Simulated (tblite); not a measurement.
# C4H15BN2Si: the cost of one run

Programs: tblite 0.8.0 and PySCF 2.14.0, with density-fitted response routines of our own. Each step states its level of theory. These are calculated values for one molecule in the gas phase, unless marked as measured. Atoms are numbered from 0 throughout.

### Step 1. Starting geometry

23 atoms, charge 0, multiplicity 1; geometry from: force field or distance geometry start.

Bonds of the start (Å): C0–N1 1.28, N1–C2 1.45, C2–B3 1.56, B3–N4 1.52, B3–C5 1.60, C5–Si6 1.88, Si6–C7 1.84, C0–H8 1.10, C0–H9 1.09, C2–H10 1.11, C2–H11 1.12, B3–H12 1.23, N4–H13 1.03, N4–H14 1.05, N4–H15 1.05, C5–H16 1.10, C5–H17 1.11, Si6–H18 1.45, Si6–H19 1.49, C7–H20 1.10, C7–H21 1.12, C7–H22 1.09.

### Step 2. Optimising the geometry with GFN2-xTB

The job: settings as JSON, then the geometry in Å.

```
{"job": {"kind": "relax", "xc": "GFN2-xTB", "basis": "xTB"}, "charge": 0, "multiplicity": 1}
C     -3.679200     0.689300    -0.378500
N     -2.889300    -0.236000     0.005600
C     -1.670700     0.254700     0.622400
B     -0.415800    -0.647600     0.408300
N     -0.735900    -2.086700     0.022500
C      0.610300    -0.018600    -0.641400
Si     2.133900     0.398700     0.378500
C      3.490400     1.198200    -0.575600
H     -3.419800     1.750500    -0.237300
H     -4.642100     0.467600    -0.848000
H     -1.820300     0.460200     1.705800
H     -1.472700     1.268200     0.182800
H      0.098200    -0.739800     1.517100
H     -1.735000    -2.272100    -0.141500
H     -0.397600    -2.737000     0.778600
H     -0.237500    -2.380700    -0.847800
H      0.215800     0.870800    -1.151800
H      0.860100    -0.774600    -1.416800
H      2.581500    -0.812600     1.046300
H      1.649600     1.306200     1.450700
H      3.945200     0.484900    -1.285100
H      4.293400     1.434200     0.171500
H      3.232800     2.149300    -1.038000
```

Command:

```bash
> OMP_NUM_THREADS=1 python probes_run.py task.json out
```

One launch serves the whole session: the jobs run in the order shown.

Q: Estimate the wall time and peak memory of this first job on 1 thread of Intel Xeon 6975P-C, shared host.

About 1.4 s, with a peak of 0.18 GiB.
